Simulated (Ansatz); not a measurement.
Sc3Te under changes of volume

One of the cells (22.740 Å³/atom); the others are scaled copies at fixed shape and fractional positions:

```xyz
4
Lattice="0.0000 3.5695 3.5695 3.5695 0.0000 3.5695 3.5695 3.5695 0.0000" Properties=species:S:1:pos:R:3 pbc="T T T"
Sc    1.7848    1.7848    1.7848
Sc    5.3543    5.3543    5.3543
Sc    3.5695    3.5695    3.5695
Te    0.0000    0.0000    0.0000
```

The cell was built by a generator and needn't be a form met in nature.

- Program: Ansatz 0.2.0
- Functional: PBE
- Potentials or basis: Ansatz PAW
- Cutoff: 420 eV (not typed: the program's choice for these potentials)
- k mesh: 7 × 7 × 7
- Occupations: fermi-dirac, width 0.05 eV
- Spin: no spin polarisation

```tsv
volume (Å³/atom)	energy over the lowest point (meV/atom)	pressure (GPa)
21.376	14.03	3.6
21.830	5.96	2.3
22.285	1.49	1.1
22.740	0.00	0.1
23.195	?	?
23.650	5.13	-1.8
24.104	11.63	-2.6
```

Task: What does the run at 23.195 Å³/atom give?

Result: Energy over the lowest point 1.23 meV/atom; pressure -0.9 GPa.

Worked out: A Birch-Murnaghan fit of order 3 (a polynomial in V^(-2/3)) to the other rows has its minimum at 22.75 Å³/atom with B0 = V·E''(V) = 50 GPa and B' = 3.0. It gives 1.26 meV/atom at 23.195 Å³/atom, against the run's 1.23, and -dE/dV = -0.9 GPa, against -0.9.

Energies are extrapolated to zero smearing.
